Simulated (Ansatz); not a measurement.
**MgI2: a trial structure relaxed**

The task: take a trial cell of MgI2 to zero force and stress.

Program: Ansatz 0.2.0. Level of theory: DFT PBE, scalar-relativistic, plane waves, PAW. These are calculated values, not measurements.

## (1) The structure to begin with

The structure is orthorhombic, space group Pmmm (No. 47). The conventional cell has a = 6.633 Å, b = 7.056 Å, c = 14.000 Å, α = 90.00°, β = 90.00°, γ = 90.00°. Mg (site symmetry mmm) has 4 I at 3.32 to 3.53 Å as nearest neighbours. I (site symmetry mmm) has 2 Mg at 3.32 Å as nearest neighbours. I (site symmetry mmm) is surrounded by 2 Mg at 3.53 Å.

As a file:

```xyz
3
Lattice="6.6332 0.0000 0.0000 0.0000 7.0561 0.0000 0.0000 0.0000 14.0000" Properties=species:S:1:pos:R:3 pbc="T T F"
Mg    3.3166    3.5280    7.0000
I     0.0000    3.5280    7.0000
I     3.3166    0.0000    7.0000
```

The cell is invented: random sheet by layer group and Wyckoff sites. Lengths come from tabulated atomic sizes and are only a guess.

It is a sheet, periodic along a and b, with vacuum along c; volumes and pressures of the box carry no meaning, and space groups named for it are those of the box.

## (2) Probe: one point on a coarse mesh

The input, input.yaml:

```yaml
crystal:
  lattice:
    - [6.633161, 0.0, 0.0]
    - [0.0, 7.056057, 0.0]
    - [0.0, 0.0, 14.0]
  atoms:
    - { symbol: Mg, position: [0.5, 0.5, 0.5] }
    - { symbol: I, position: [0.0, 0.5, 0.5] }
    - { symbol: I, position: [0.5, 0.0, 0.5] }
  periodic: [true, true, false]
basis:
  ecutwfc: 420
kpoints:
  mp_grid: { grid: [4, 4, 1] }
hamiltonian:
  xc: pbe
scf:
  occupations: { method: gaussian, width: 0.1 }
  lower_state_search: "off"
output:
  forces: true
  stress: true
  eigenvalues: true
```

Started as:

```sh
$ ansatz run input.yaml --threads 1 --pin off --max-ram 2560MiB --backend cpu --events-out ev --progress --plain --runs-dir out
```

Further runs follow: coarse relaxation; relaxation on the finer mesh.

What does the calculation give? Wanted: relaxed cell; area; thickness between outermost nuclei; energy over the elements; gap on the mesh.

The runs gave:

| quantity | value |
| --- | --- |
| symmetry at the end (tolerance 0.02 Å) | layer group p4/mmm (No. 61) |
| relaxed cell | a = 5.623 Å, b = 5.623 Å, γ = 90.0° |
| area | 10.54 Å²/atom |
| thickness between outermost nuclei | 0.00 Å |
| energy over the elements | -0.66 eV/atom |
| gap on the mesh | 0.53 eV |

**Reading.** The symmetry goes from layer group pmmm (No. 37) to layer group p4/mmm (No. 61), and the area per atom shrinks by 32.4 % from the first guess. It lies below the elements, which doesn't yet make it stable: competing phases were not computed in this session. No finished test with a distortion of lower symmetry is shown, so the end may be a saddle point. These runs have no spin-orbit coupling; with I it would split and shift bands.
